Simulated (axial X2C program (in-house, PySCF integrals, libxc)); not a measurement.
# A two-component session on AsH⁺: EOM-EA-CCSD levels

Wanted for AsH⁺: EOM-EA-CCSD levels, at the two-component level.

Computed with an in-house X2C program for linear molecules on PySCF integrals. Level: two-component X2C with atomic mean-field terms, As dyall-acv3z, H dyall-av3z.

All values are calculated.

## Step 1: Input

The input, task.json:

```json
{"zs": [33, 1], "q": 1, "bas": ["dyall-acv3z", "dyall-av3z"], "r0": 1.53, "eom": "ea", "thr": -2.0, "nmax": 92, "grid": [1, 0.96, 1.045, 0.92, 1.09, 1.15]}
```

Keys: zs atomic numbers; q charge; bas basis sets; r0 starting distance in Å; eom kind of EOM run; thr threshold in hartree for freezing inner shells (an s shell follows its p shell); nmax most natural virtual spinors; grid distances as factors.

Started as:

```console
$ python soeom.py task.json out
```

The runs that follow: EOM-EA-CCSD at 1.534 Å.

**Question.** What will these runs give? Wanted: next root led by one particle; T1 of the reference; lowest state, Re and ωe.

The runs gave:

```
                     quantity                            value
       lowest root at 1.534 Å               Ω = 1/2, 17.848 eV
next root led by one particle  Ω = 3/2, about 1490 cm⁻¹ higher
          T1 of the reference                            0.009
      lowest state, Re and ωe               1.527 Å, 2225 cm⁻¹
```

In words: The added electron is bound by 17.85 eV in a spinor of 83% As pπ, 9% H pπ, 7% H dπ. Errors of 0.1 to 0.3 eV are usual at this size, and roots led by higher excitations are left out, so the list is incomplete, and low states of that kind can be missing. The bond is 0.037 Å shorter than in the closed-shell reference at CCSD (1.564 Å).
